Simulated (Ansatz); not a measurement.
# GaH (triplet): the correlation ladder at distance Ga1–H2 = 1.298 Å, cc-pVQZ

How much of the correlation energy of GaH (triplet) does each wave-function method recover here?

Computed with Ansatz 0.2.0, Gaussian basis. Level: cc-pVQZ, core rule «outside noble gas», up to 14 orbitals frozen.

The runs, in order: UHF; CCSD(T) on ROHF; CCSD(T) on UHF; BCCD(T) on ROHF; CCSDT(Q) on ROHF; CCSDT(Q) on UHF; Full CI.

22 further runs of the same task are left out: 3 for a known fault of the program, 15 that didn't finish, 4 set aside as unsound or not needed.

## 1. The system

The geometry derives from a PBE0/def2-TZVP stationary point (not a proven minimum). One bond is set to the value named and the two fragments are kept rigid. No spin-orbit coupling is included. The filled d shell of Ga may be among the frozen orbitals whatever the setting's name suggests; the logs give the count.

2 atoms, charge 0, spin multiplicity 3.

Atoms are counted from 1 here; the program's logs count them from 0.

Bond lengths: Ga1–H2 1.298 Å.

## 2. UHF

File in.yaml:

```yaml
crystal:
  periodic: [false, false, false]
  atoms:
    - {symbol: Ga, position_ang: [0.000000, 0.000000, 0.000000]}
    - {symbol: H, position_ang: [0.000000, 0.000000, 1.298000]}
basis:
  gaussian: {orbitals: cc-pVQZ}
magnetization: {spin_polarized: true, initial_magnetization: 2}
hamiltonian: {xc: hf}
output: {orbitals: {seedname: orbitals}}
```

The run is started by

```console
> ansatz run in.yaml --threads 1 --pin off --events-out ev --progress --plain --max-ram 2393MiB
```

After this run come: CCSD(T) on ROHF; CCSD(T) on UHF; BCCD(T) on ROHF; CCSDT(Q) on ROHF; CCSDT(Q) on UHF; Full CI.

**Question.** What will the summary of the whole plan be? Wanted: FCI below the RHF energy; RMP2 from FCI; UMP2 from FCI; RCCSD from FCI; RCCSD(T) from FCI; UCCSD(T) from FCI; RCCSDT(Q) from FCI; UCCSDT(Q) from FCI; T1 diagnostic.

As calculated:

| quantity | value |
| --- | --- |
| FCI below the RHF energy | -1.5522 eV |
| RMP2 from FCI | +347.3 meV |
| UMP2 from FCI | +318.0 meV |
| RCCSD from FCI | +39.5 meV |
| RCCSD(T) from FCI | +5.4 meV |
| UCCSD(T) from FCI | -15.8 meV |
| RCCSDT(Q) from FCI | -4.5 meV |
| UCCSDT(Q) from FCI | -25.6 meV |
| levels within 1 kcal/mol (43 meV) | RCCSD, UCCSD, RCCSD(T), UCCSD(T), BCCD(T), RCCSDT, UCCSDT, RCCSDT(Q), UCCSDT(Q) |
| T1 diagnostic | 0.026 |
| effectively unpaired electrons | 2.01 |

RCCSD(T) misses by +5.4 meV, 0.3 % of the correlation energy. CCSD(T) misses by +5.4 meV on the restricted determinant and by -15.8 meV on the unrestricted one; the two need not hold the same state or core. UCCSD(T), RCCSDT, UCCSDT, RCCSDT(Q), UCCSDT(Q) fall below full CI: unrestricted runs freeze a spin-polarised core, another one than full CI's, and coupled cluster isn't variational. One determinant dominates. These misses are within one basis, not against nature; the frozen cores of restricted and unrestricted runs differ, which can shift their rows.
